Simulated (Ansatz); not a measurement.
# C₂H₇AlOSn: a ladder of functionals and wavefunction methods

The task here is to estimate one member of a computed series from the others.

Computed with Ansatz 0.2.0, Gaussian basis. Level: functionals in def2-TZVPP, the program's frozen cores in correlated methods.

Levels to be run: PBE-D4, r2SCAN-D4, PBE0-D4, B3LYP-D4, ωB97X-V, ωB97M-V, B2PLYP; CCSD(T)/def2-TZVPP; MP2/def2-QZVPP; extrapolation to the limit.

## Structure used throughout

All runs share one geometry, relaxed beforehand with PBE0-D4 in a triple-zeta def2 set. Sn takes the def2 core potential; no spin-orbit term is included.

SMILES `C=[C](O)[SnH2][AlH2]`, 12 atoms, charge 0, spin multiplicity 1.

Atoms are counted from 1 here; the program's logs count them from 0.

Bond lengths: C1–C2 1.376 Å, C1–H6 1.087 Å, C1–H7 1.088 Å, C2–O3 1.331 Å, C2–Sn4 2.240 Å, O3–H8 0.963 Å, Sn4–Al5 2.686 Å, Sn4–H9 1.714 Å, Sn4–H10 1.725 Å, Al5–H11 1.585 Å, Al5–H12 1.584 Å. Angles: C2–C1–H6 121.0°, C2–C1–H7 117.4°, H6–C1–H7 117.0°, C1–C2–O3 116.8°, C1–C2–Sn4 115.6°, O3–C2–Sn4 122.1°, C2–O3–H8 109.8°, C2–Sn4–Al5 60.5°, C2–Sn4–H9 105.1°, C2–Sn4–H10 99.0°, Al5–Sn4–H9 127.8°, Al5–Sn4–H10 126.0°, H9–Sn4–H10 105.0°, Sn4–Al5–H11 117.4°, Sn4–Al5–H12 109.8°, H11–Al5–H12 126.2°.

As a file:

```xyz
12
C2H7AlOSn
C    -0.71102    0.44289    1.16150
C     0.26832   -0.42932    0.74358
O     1.45378   -0.33234    1.34146
Sn    0.04796   -1.20464   -1.34607
Al   -0.40762    1.39445   -0.84563
H    -0.57355    1.05448    2.04983
H    -1.73485    0.22472    0.86645
H     2.08652   -0.91349    0.90648
H    -1.05938   -2.50731   -1.22602
H     1.59433   -1.94733   -1.52311
H    -1.84383    1.96372   -1.19854
H     0.95623    2.19896   -0.89582
```

Set-up of the first run:

Contents of in.yaml:

```yaml
crystal:
  periodic: [false, false, false]
  atoms:
    - {symbol: C, position_ang: [-0.711021, 0.442892, 1.161497]}
    - {symbol: C, position_ang: [0.268317, -0.429317, 0.743578]}
    - {symbol: O, position_ang: [1.453780, -0.332340, 1.341457]}
    - {symbol: Sn, position_ang: [0.047961, -1.204636, -1.346075]}
    - {symbol: Al, position_ang: [-0.407618, 1.394446, -0.845632]}
    - {symbol: H, position_ang: [-0.573548, 1.054485, 2.049828]}
    - {symbol: H, position_ang: [-1.734846, 0.224721, 0.866449]}
    - {symbol: H, position_ang: [2.086520, -0.913489, 0.906480]}
    - {symbol: H, position_ang: [-1.059382, -2.507312, -1.226017]}
    - {symbol: H, position_ang: [1.594333, -1.947328, -1.523112]}
    - {symbol: H, position_ang: [-1.843829, 1.963723, -1.198538]}
    - {symbol: H, position_ang: [0.956232, 2.198956, -0.895816]}
basis:
  gaussian: {orbitals: def2-TZVPP}
hamiltonian: {xc: pbe, dispersion: d4}
output: {forces: true, orbitals: {seedname: orbitals}}
```

Started as:

```console
$ ansatz run in.yaml --threads 2 --pin off --events-out ev --progress --plain --max-ram 22528MiB --backend cuda --devices 0, --max-vram 18GiB
```

Among the steps run: PBE-D4 (GGA); r2SCAN-D4 (meta-GGA); PBE0-D4 (hybrid); B3LYP-D4 (hybrid); ωB97X-V (range-separated); ωB97M-V (range-separated); B2PLYP (double hybrid); CCSD(T) in def2-TZVPP; MP2 in def2-QZVPP.

One of the session's tables, all rows but one given; the rest of the session is left out.

| method | atomisation energy (kJ/mol) |
| --- | --- |
| PBE-D4 | 3942.7 |
| r2SCAN-D4 | 3896.9 |
| PBE0-D4 | 3868.8 |
| B3LYP-D4 | 3859.8 |
| ωB97X-V | 3890.6 |
| ωB97M-V | 3881.4 |
| B2PLYP | ? |
| HF/def2-TZVPP | 2723.6 |
| MP2/def2-TZVPP | 3810.5 |
| CCSD/def2-TZVPP | 3713.7 |
| CCSD(T)/def2-TZVPP | 3783.8 |
| MP2/CBS | 3917.7 |
| CCSD(T)/CBS | 3891.0 |

**Question.** Estimate the row for B2PLYP.

**Answer.** atomisation energy (kJ/mol): 3809.8. In the column «atomisation energy (kJ/mol)» it lies between CCSD(T)/def2-TZVPP (3783.8) and MP2/def2-TZVPP (3810.5).

Among the levels timed on like hardware and quicker than the yardstick, those that no quicker one beats, quickest first: PBE-D4 (2.5 s, +51.7 kJ/mol); PBE0-D4 (2.7 s, -22.2 kJ/mol); r2SCAN-D4 (3.2 s, +6.0 kJ/mol); ωB97X-V (3.7 s, -0.4 kJ/mol). Runs this short are mostly start-up, so their order is noise.

B2PLYP carry no dispersion term (for B3LYP, D4 adds 48.4 kJ/mol).

Limits of these values: Free atoms (2 C, 1 O, 1 Sn, 1 Al, 7 H) were run apart at each level; the atomisation energy is their sum less the molecule, without zero-point or spin-orbit terms. All levels share the lack of spin-orbit coupling, which lowers the free heavy atoms and so the true binding.
